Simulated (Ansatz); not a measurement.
# Zn24IO23: the cost of one run

Program: Ansatz 0.2.0. Level of theory: DFT, PBE, plane-wave PAW, default files, scalar-relativistic, as far as a step names no other. These are calculated values, not measurements.

**1. Starting point**

Symmetry: P1, No. 1, triclinic system. The conventional cell has a = 6.499 Å, b = 8.597 Å, c = 10.411 Å, α = 90.00°, β = 90.00°, γ = 100.89°. Zn (site symmetry 1) is surrounded by 3 O at 1.97 to 1.98 Å and 1 I at 1.98 Å. Around Zn (site symmetry 1) lie 4 O at 1.97 to 1.98 Å. Only part of the 48 independent sites is listed.

Coordinates:

```
CELL_PARAMETERS angstrom
6.49862 0.00000 0.00000
-4.87396 8.44195 0.00000
0.00000 0.00000 10.41142
ATOMIC_POSITIONS crystal
Zn 0.16667 0.22222 0.25000
Zn 0.16667 0.22222 0.75000
Zn 0.16667 0.55556 0.25000
Zn 0.16667 0.55556 0.75000
Zn 0.16667 0.88889 0.25000
Zn 0.16667 0.88889 0.75000
Zn 0.66667 0.22222 0.25000
Zn 0.66667 0.22222 0.75000
Zn 0.66667 0.55556 0.25000
Zn 0.66667 0.55556 0.75000
Zn 0.66667 0.88889 0.25000
Zn 0.66667 0.88889 0.75000
Zn 0.33333 0.11111 0.00000
Zn 0.33333 0.11111 0.50000
Zn 0.33333 0.44444 0.00000
Zn 0.33333 0.44444 0.50000
Zn 0.33333 0.77778 0.00000
Zn 0.33333 0.77778 0.50000
Zn 0.83333 0.11111 0.00000
Zn 0.83333 0.11111 0.50000
Zn 0.83333 0.44444 0.00000
Zn 0.83333 0.44444 0.50000
Zn 0.83333 0.77778 0.00000
Zn 0.83333 0.77778 0.50000
I 0.33333 0.11111 0.18951
O 0.33333 0.11111 0.68951
O 0.33333 0.44444 0.18951
O 0.33333 0.44444 0.68951
O 0.33333 0.77778 0.18951
O 0.33333 0.77778 0.68951
O 0.83333 0.11111 0.18951
O 0.83333 0.11111 0.68951
O 0.83333 0.44444 0.18951
O 0.83333 0.44444 0.68951
O 0.83333 0.77778 0.18951
O 0.83333 0.77778 0.68951
O 0.16667 0.22222 0.43950
O 0.16667 0.22222 0.93951
O 0.16667 0.55556 0.43950
O 0.16667 0.55556 0.93951
O 0.16667 0.88889 0.43950
O 0.16667 0.88889 0.93951
O 0.66667 0.22222 0.43950
O 0.66667 0.22222 0.93951
O 0.66667 0.55556 0.43950
O 0.66667 0.55556 0.93951
O 0.66667 0.88889 0.43950
O 0.66667 0.88889 0.93951
```

Atom 25 of the input is the impurity.

**2. First run, atoms as given**

input.yaml reads:

```yaml
crystal:
  lattice:
    - [6.498616, 0.0, 0.0]
    - [-4.873962, 8.4419498181, 0.0]
    - [0.0, 0.0, 10.411418]
  atoms:
    - { symbol: Zn, position: [0.1666666666, 0.2222222222, 0.25] }
    - { symbol: Zn, position: [0.1666666666, 0.2222222222, 0.75] }
    - { symbol: Zn, position: [0.1666666666, 0.5555555556, 0.25] }
    - { symbol: Zn, position: [0.1666666666, 0.5555555556, 0.75] }
    - { symbol: Zn, position: [0.1666666666, 0.8888888889, 0.25] }
    - { symbol: Zn, position: [0.1666666666, 0.8888888889, 0.75] }
    - { symbol: Zn, position: [0.6666666666, 0.2222222222, 0.25] }
    - { symbol: Zn, position: [0.6666666666, 0.2222222222, 0.75] }
    - { symbol: Zn, position: [0.6666666666, 0.5555555556, 0.25] }
    - { symbol: Zn, position: [0.6666666666, 0.5555555556, 0.75] }
    - { symbol: Zn, position: [0.6666666666, 0.8888888889, 0.25] }
    - { symbol: Zn, position: [0.6666666666, 0.8888888889, 0.75] }
    - { symbol: Zn, position: [0.3333333334, 0.1111111111, 0.0] }
    - { symbol: Zn, position: [0.3333333334, 0.1111111111, 0.5] }
    - { symbol: Zn, position: [0.3333333334, 0.4444444444, 0.0] }
    - { symbol: Zn, position: [0.3333333334, 0.4444444444, 0.5] }
    - { symbol: Zn, position: [0.3333333334, 0.7777777778, 0.0] }
    - { symbol: Zn, position: [0.3333333334, 0.7777777778, 0.5] }
    - { symbol: Zn, position: [0.8333333334, 0.1111111111, 0.0] }
    - { symbol: Zn, position: [0.8333333334, 0.1111111111, 0.5] }
    - { symbol: Zn, position: [0.8333333334, 0.4444444444, 0.0] }
    - { symbol: Zn, position: [0.8333333334, 0.4444444444, 0.5] }
    - { symbol: Zn, position: [0.8333333334, 0.7777777778, 0.0] }
    - { symbol: Zn, position: [0.8333333334, 0.7777777778, 0.5] }
    - { symbol: I, position: [0.3333333334, 0.1111111111, 0.189505] }
    - { symbol: O, position: [0.3333333334, 0.1111111111, 0.689505] }
    - { symbol: O, position: [0.3333333334, 0.4444444444, 0.189505] }
    - { symbol: O, position: [0.3333333334, 0.4444444444, 0.689505] }
    - { symbol: O, position: [0.3333333334, 0.7777777778, 0.189505] }
    - { symbol: O, position: [0.3333333334, 0.7777777778, 0.689505] }
    - { symbol: O, position: [0.8333333334, 0.1111111111, 0.189505] }
    - { symbol: O, position: [0.8333333334, 0.1111111111, 0.689505] }
    - { symbol: O, position: [0.8333333334, 0.4444444444, 0.189505] }
    - { symbol: O, position: [0.8333333334, 0.4444444444, 0.689505] }
    - { symbol: O, position: [0.8333333334, 0.7777777778, 0.189505] }
    - { symbol: O, position: [0.8333333334, 0.7777777778, 0.689505] }
    - { symbol: O, position: [0.1666666666, 0.2222222222, 0.439505] }
    - { symbol: O, position: [0.1666666666, 0.2222222222, 0.939505] }
    - { symbol: O, position: [0.1666666666, 0.5555555556, 0.439505] }
    - { symbol: O, position: [0.1666666666, 0.5555555556, 0.939505] }
    - { symbol: O, position: [0.1666666666, 0.8888888889, 0.439505] }
    - { symbol: O, position: [0.1666666666, 0.8888888889, 0.939505] }
    - { symbol: O, position: [0.6666666666, 0.2222222222, 0.439505] }
    - { symbol: O, position: [0.6666666666, 0.2222222222, 0.939505] }
    - { symbol: O, position: [0.6666666666, 0.5555555556, 0.439505] }
    - { symbol: O, position: [0.6666666666, 0.5555555556, 0.939505] }
    - { symbol: O, position: [0.6666666666, 0.8888888889, 0.439505] }
    - { symbol: O, position: [0.6666666666, 0.8888888889, 0.939505] }
total_charge: 1
kpoints:
  mp_grid: { grid: [3, 2, 2] }
scf:
  occupations: { method: fermi_dirac, width: 0.01 }
hamiltonian:
  xc: pbe
  pseudopotentials: { kind: paw }
output:
  forces: true
  stress: true
  populations: true
  efg:
    quadrupole_moments_barn: { Zn: 0.122, I: -0.68822, O: -0.02558 }
    contact_densities: true
```

Command:

```sh
$ ansatz run input.yaml --threads 4 --pin off --max-ram 8192MiB --backend cpu --events-out ev --progress --plain --runs-dir out
```

**Question.** How long does this run take on 4 threads of Arm Neoverse V2, shared host, and how much memory does it need?

About 64 s, with a peak of 3.4 GiB.
